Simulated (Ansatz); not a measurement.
Working through the interaction energy of a dimer with the counterpoise correction of FI

Program: the Ansatz DFT code, driven from Python.

Run as a notebook:

**Cell 1**
```python
from dataclasses import dataclass

import ansatz as az
import numpy as np


@dataclass(frozen=True)
class Options:
    basis_set: str = "def2-SVP"
    xc: str = "PBE0"
    dispersion: str = "d4"
```

**Cell 2**
```python
cfg = Options()
```

**Cell 3**
```python
FIRST = [
    ("I", (0.0, 0.0, -0.9625)),
    ("F", (0.0, 0.0, 0.9625)),
]
SECOND = [
    ("I", (-0.911, 3.8271, -0.4902)),
    ("F", (-2.0916, 3.3143, 0.9411)),
]
```

**Cell 4**
```python
def energy(atoms, ghosts=()):
    molecule = az.Crystal.molecule()
    for symbol, xyz in atoms:
        molecule = molecule.atom(symbol, xyz)
    calc = (
        molecule.calculation()
        .basis(gaussian=cfg.basis_set)  # atom-centred Gaussian functions
        .functional(cfg.xc, dispersion=cfg.dispersion)
        .scf(lower_state_search="light")
    )
    deck = calc.input()
    if ghosts:
        deck = deck.set(az.key.basis.gaussian.ghost_atoms, [{"symbol": s, "position_ang": list(xyz)} for s, xyz in ghosts])
    return az.Session.from_dict(deck).plan().execute().report["free_energy_ev"]
```

**Cell 5**
```python
# ghost atoms carry the functions of the partner
direction = np.array([-0.3869, 0.9203, 0.0581])
print("shift (A)   counterpoise-corrected interaction (kcal/mol)")
for shift in (-0.3, 0.0, 0.4, 1.0, 2.0):
    moved = [(s, tuple(np.round(np.array(xyz) + shift * direction, 4))) for s, xyz in SECOND]
    gain = energy(FIRST + moved) - energy(FIRST, moved) - energy(moved, FIRST)
    print(f"{shift:8.2f} {23.060548 * gain:14.3f}")
```
Output:
```text
shift (A)   counterpoise-corrected interaction (kcal/mol)
   -0.30          2.816
    0.00          0.435
    0.40         -0.455
    1.00         -0.396
    2.00         -0.084
```

These settings explore the input space; basis and method may be short of convergence. The dimer is a generated trial pose of unrelaxed monomers, not a minimum, so the figure is no binding energy, and the basis set is small. def2 sets replace the cores of elements past krypton by effective core potentials. The spin state was assumed, and another may lie lower. Timing: 24 s on 1 thread of Arm Neoverse V1, with other jobs on the host, peak memory 0.24 GiB.
